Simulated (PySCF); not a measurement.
# CH7ClSi2: the cost of one run

Computed with PySCF 2.14.0, with density-fitted response routines of our own, on a single molecule in the gas phase. Atoms are numbered from 0 throughout.

## (1) The molecule as given

11 atoms, charge 0, multiplicity 1; geometry from: GFN2-xTB. The atoms were then displaced at random by about 0.01 Å, so the start is not that level's minimum.

Bonds of the start (Å): Si0–C1 1.90, C1–Si2 1.89, C1–Cl3 1.81, Si0–H4 1.44, Si0–H5 1.44, Si0–H6 1.48, C1–H7 1.09, Si2–H8 1.49, Si2–H9 1.46, Si2–H10 1.46.

## (2) Optimising the geometry at PBE0-D3(BJ)/def2-SVP

The job: settings as JSON, then the geometry in Å.

```
{"job": {"xc": "PBE0", "basis": "def2-SVP", "d3": "d3bj", "grid": 1, "shake": 0.01, "kind": "geom"}, "charge": 0, "multiplicity": 1}
Si    -1.521880    -0.574840     0.314830
C     -0.150200     0.556850    -0.365300
Si     1.640560    -0.022920    -0.162490
Cl    -0.242960     2.133970     0.510010
H     -1.316620    -0.766660     1.726690
H     -1.496670    -1.809610    -0.426330
H     -2.808270     0.126450     0.086550
H     -0.321380     0.812950    -1.412870
H      1.912950    -0.219200     1.288850
H      1.808420    -1.272600    -0.891420
H      2.534170     1.009790    -0.684170
```

Command:

```sh
> OMP_NUM_THREADS=1 python probes_run.py task.json out
```

The driver reads the jobs from task.json and runs them one after another.

Q: Estimate the wall time and peak memory of this first job on 1 thread of Arm Neoverse V2, shared host.

About 20 s, with a peak of 0.43 GiB.
